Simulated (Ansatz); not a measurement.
What does this script print? It uses the Python package of Ansatz (0.2.0).

Contents of `bclh5nssi2.xyz`:
```text
11

S    -1.53920   -1.01460    1.67970
Si   -1.17080   -0.99330   -0.43810
Cl   -2.54100    0.27540   -1.44380
Si    0.99820   -0.27130   -0.80100
B     1.79930    0.61890    0.73930
N     1.09260    1.40860   -0.37080
H    -1.36760    0.42400    1.75220
H    -1.27340   -2.34350   -0.95720
H     1.60790   -0.48650   -2.03990
H     2.28620    0.60140    1.85600
H     0.17340    1.72390    0.04430
```

`disp.py`:
```python
import ansatz as az

mol = az.Crystal.molecule_from_extxyz("bclh5nssi2.xyz")

calc = mol.calculation().basis(gaussian="def2-SVP")
for name in ["b3lyp", "r2scan"]:
    for correction in ("d3bj", "d4"):
        summary = calc.functional(name, dispersion=correction).run().report
        print(f"{name:8s} {correction:5s} total {summary['free_energy_ev']:.5f} eV, of which dispersion {1000 * summary['dispersion']['energy']['ev']:.2f} meV")
```

```console
$ python disp.py
b3lyp    d3bj  total -41350.22851 eV, of which dispersion -717.17 meV
b3lyp    d4    total -41350.14382 eV, of which dispersion -632.48 meV
DeckWarning: the engine holds no damping parameters fitted to this dispersion correction and functional, so the run takes those fitted to r2scan beside the three-body term, which d3bj leaves out (hamiltonian.dispersion, under Limitations)
r2scan   d3bj  total -41343.71767 eV, of which dispersion -114.71 meV
r2scan   d4    total -41343.69880 eV, of which dispersion -95.85 meV
```
(Warnings from the package without file and line.)

Notes:
- Total energies depend on the basis set; only differences at equal settings carry meaning.
- The geometry is a force-field or estimated start, not a minimum of this method, and the basis set is short of its limit. D4 holds the three-body term, and d3bj doesn't.
- b3lyp holds the VWN-RPA fit, as in Gaussian; the form of ORCA and Turbomole is b3lyp5.
- A dispersion term here runs with damping parameters fitted for another variant or functional.
- The whole script took 34 s on 1 thread of Arm Neoverse V2, with other jobs on the host, peak memory 0.36 GiB.
